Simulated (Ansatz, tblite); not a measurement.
# (ClInS)4 cubane (In4S4Cl4): one state, many levels

An exercise on one series of results from a longer session: the logs are not shown, and one member is left open.

Method: as each input shows; program: Ansatz 0.2.0, Gaussian basis.

Levels to be run: GFN1-xTB, GFN2-xTB, PBE-D4/def2-TZVP, r2SCAN-D4/def2-TZVP, revPBE-D4/def2-TZVP, BLYP-D4/def2-TZVP, B2PLYP/def2-TZVP, PBE-D4/def2-SVP, PBE0-D4/def2-SVP, CCSD(T)/def2-SVP, MP2/def2-TZVP, RPA/def2-TZVP.

1 further run of the same task is left out (it didn't finish). Runs told in other sessions of the task aren't counted.

### The structure

The singlet was relaxed beforehand with r2SCAN-D4/def2-SVP.

12 atoms, charge 0, spin multiplicity 1.

Bond lengths: In1–Cl2 2.333 Å, In1–S3 2.562 Å, In1–S6 2.563 Å, In1–S9 2.562 Å, S3–In4 2.562 Å, S3–In10 2.562 Å, In4–Cl5 2.333 Å, In4–S6 2.562 Å, In4–S12 2.562 Å, S6–In7 2.562 Å, In7–Cl8 2.333 Å, In7–S9 2.562 Å, In7–S12 2.562 Å, S9–In10 2.562 Å, In10–Cl11 2.333 Å, In10–S12 2.562 Å. Angles: Cl2–In1–S3 120.9°, Cl2–In1–S6 120.7°, Cl2–In1–S9 120.9°, S3–In1–S6 96.1°, S3–In1–S9 96.1°, S6–In1–S9 96.1°, In1–S3–In4 83.6°, In1–S3–In10 83.6°, In4–S3–In10 83.6°, S3–In4–Cl5 120.7°, S3–In4–S6 96.1°, S3–In4–S12 96.1°, Cl5–In4–S6 120.9°, Cl5–In4–S12 120.8°, S6–In4–S12 96.1°, In1–S6–In4 83.6°, In1–S6–In7 83.6°, In4–S6–In7 83.6° and more.

In takes a core potential in the def2 sets. No spin-orbit coupling is included.

PBE0-D4/def2-TZVP was run before; its log isn't repeated, and its numbers join the tables.

The first run:

Tight binding, by tblite at 300 K electronic temperature and without a spin-polarisation term:

```python
tblite.interface.Calculator('GFN1-xTB', numbers, positions, charge=0, uhf=0).singlepoint()
```

Tight binding, by tblite at 300 K electronic temperature and without a spin-polarisation term:

```python
tblite.interface.Calculator('GFN2-xTB', numbers, positions, charge=0, uhf=0).singlepoint()
```

start.molden holds the orbitals of an earlier run on this state, given as this run's starting guess.

in.yaml

```yaml
crystal:
  periodic: [false, false, false]
  atoms:
    - {symbol: In, position_ang: [0.562202, 1.865529, -0.759540]}
    - {symbol: Cl, position_ang: [1.189603, 3.944905, -1.610449]}
    - {symbol: S, position_ang: [1.907258, 0.751049, 1.114792]}
    - {symbol: In, position_ang: [1.557095, -1.366592, -0.284926]}
    - {symbol: Cl, position_ang: [3.295913, -2.889609, -0.598630]}
    - {symbol: S, position_ang: [0.457253, -0.194399, -2.280177]}
    - {symbol: In, position_ang: [-1.709704, -0.672519, -0.999030]}
    - {symbol: Cl, position_ang: [-3.617800, -1.420178, -2.113293]}
    - {symbol: S, position_ang: [-1.737114, 1.525168, 0.318279]}
    - {symbol: In, position_ang: [-0.409792, 0.173342, 2.043447]}
    - {symbol: Cl, position_ang: [-0.867385, 0.365242, 4.322765]}
    - {symbol: S, position_ang: [-0.627529, -2.081937, 0.846761]}
basis:
  gaussian: {orbitals: def2-TZVP, fitting: {mean_field: def2-universal-jkfit}, initial_orbitals: start.molden}
hamiltonian: {xc: pbe, dispersion: d4}
scf: {omitted_lower_state_checks: [starts]}
output: {forces: true, orbitals: {seedname: orbitals}}
```

Run with:

```bash
ansatz run in.yaml --threads 2 --pin off --events-out ev --progress --plain --max-ram 32768MiB --backend cuda --devices 0, --max-vram 18GiB
```

Among the steps run: PBE-D4/def2-TZVP; r2SCAN-D4/def2-TZVP; revPBE-D4/def2-TZVP; BLYP-D4/def2-TZVP; B2PLYP/def2-TZVP; PBE-D4/def2-SVP; PBE0-D4/def2-SVP; CCSD(T)/def2-SVP; MP2/def2-TZVP; RPA/def2-TZVP.

One table of the session follows, with a row left open; its other results are not shown here.

It belongs to the step «Binding energy». 

```
             method  binding an atom (eV)
        HF/def2-SVP                 2.050
       HF/def2-TZVP                 2.059
    PBE-D4/def2-SVP                 3.122
   PBE-D4/def2-TZVP                     ?
revPBE-D4/def2-TZVP                 2.976
  BLYP-D4/def2-TZVP                 2.879
r2SCAN-D4/def2-TZVP                 3.105
   PBE0-D4/def2-SVP                 3.073
  PBE0-D4/def2-TZVP                 3.074
   B2PLYP/def2-TZVP                 2.890
      RPA/def2-TZVP                 2.707
       MP2/def2-SVP                 2.964
      MP2/def2-TZVP                 3.116
      CCSD/def2-SVP                 2.715
   CCSD(T)/def2-SVP                 2.803
```

**Question.** Estimate the row for PBE-D4/def2-TZVP.

As computed: binding an atom (eV): 3.108. In the column «binding an atom (eV)» it lies between r2SCAN-D4/def2-TZVP (3.105) and MP2/def2-TZVP (3.116).

Limits of these values: Free atoms were run apart at each level; binding is atoms less cluster, divided by the number of atoms, without zero-point or spin-orbit terms.
